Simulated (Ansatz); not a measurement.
# CH₇NSn: basis-set convergence

The task here is to estimate one member of a computed series from the others.

The runs use Ansatz 0.2.0, Gaussian basis; one geometry, several basis sets.

The runs, in order: PBE0-D4/def2-SVP; ωB97M-V/def2-SVP; PBE0-D4/def2-QZVPP; ωB97M-V/def2-QZVPP; the functionals' def2-TZVPP values are taken from earlier runs.

## The relaxed structure

All runs share one geometry, relaxed beforehand with PBE0-D4 in a triple-zeta def2 set. Sn takes the def2 core potential; no spin-orbit term is included.

SMILES `N[CH2][SnH3]`, 10 atoms, charge 0, spin multiplicity 1.

Atoms are counted from 1 here; the program's logs count them from 0.

Bond lengths: N1–C2 1.455 Å, N1–H4 1.012 Å, N1–H5 1.013 Å, C2–Sn3 2.157 Å, C2–H6 1.093 Å, C2–H7 1.099 Å, Sn3–H8 1.712 Å, Sn3–H9 1.712 Å, Sn3–H10 1.706 Å. Angles: C2–N1–H4 111.2°, C2–N1–H5 111.2°, H4–N1–H5 107.0°, N1–C2–Sn3 109.3°, N1–C2–H6 109.1°, N1–C2–H7 115.5°, Sn3–C2–H6 106.3°, Sn3–C2–H7 109.2°, H6–C2–H7 107.1°, C2–Sn3–H8 108.1°, C2–Sn3–H9 110.9°, C2–Sn3–H10 110.5°, H8–Sn3–H9 108.8°, H8–Sn3–H10 109.1°, H9–Sn3–H10 109.4°.

Geometry (Å):

```
N    -0.7043    0.2287   -1.4114
C    -0.3300    0.7488   -0.1055
Sn    0.8911   -0.7050    0.9182
H    -1.3002   -0.5844   -1.3250
H    -1.2190    0.9182   -1.9464
H     0.2963    1.6341   -0.2398
H    -1.1665    1.0396    0.5447
H     0.1123   -2.2259    0.8097
H     1.0732   -0.2938    2.5696
H     2.4299   -0.8114    0.1890
```

Set-up of the first run:

Contents of in.yaml:

```yaml
crystal:
  periodic: [false, false, false]
  atoms:
    - {symbol: N, position_ang: [-0.704267, 0.228672, -1.411401]}
    - {symbol: C, position_ang: [-0.329967, 0.748837, -0.105474]}
    - {symbol: Sn, position_ang: [0.891116, -0.705018, 0.918223]}
    - {symbol: H, position_ang: [-1.300212, -0.584412, -1.324952]}
    - {symbol: H, position_ang: [-1.219049, 0.918164, -1.946411]}
    - {symbol: H, position_ang: [0.296343, 1.634081, -0.239822]}
    - {symbol: H, position_ang: [-1.166504, 1.039616, 0.544654]}
    - {symbol: H, position_ang: [0.112264, -2.225911, 0.809673]}
    - {symbol: H, position_ang: [1.073242, -0.293767, 2.569646]}
    - {symbol: H, position_ang: [2.429933, -0.811361, 0.188963]}
basis:
  gaussian: {orbitals: def2-SVP}
hamiltonian: {xc: pbe0, dispersion: d4}
output: {orbitals: {seedname: orbitals}}
```

Command:

```sh
$ ansatz run in.yaml --threads 2 --pin off --events-out ev --progress --plain --max-ram 4352MiB
```

Among the steps run: PBE0-D4 in def2-SVP; ωB97M-V in def2-SVP; PBE0-D4 in def2-QZVPP; ωB97M-V in def2-QZVPP.

One table of the session follows, with a row left open; its other results are not shown here.

```
functional       basis  HOMO (eV)  LUMO (eV)
   PBE0-D4    def2-SVP          ?          ?
   PBE0-D4  def2-TZVPP      -6.80       0.31
   PBE0-D4  def2-QZVPP      -6.85       0.14
   ωB97M-V    def2-SVP      -8.87       2.45
   ωB97M-V  def2-TZVPP      -9.12       1.60
   ωB97M-V  def2-QZVPP      -9.17       1.24
```

Q: Estimate the row for PBE0-D4, def2-SVP from the others.

As computed: HOMO (eV): -6.55; LUMO (eV): 0.81. In the column «HOMO (eV)» it is the highest.
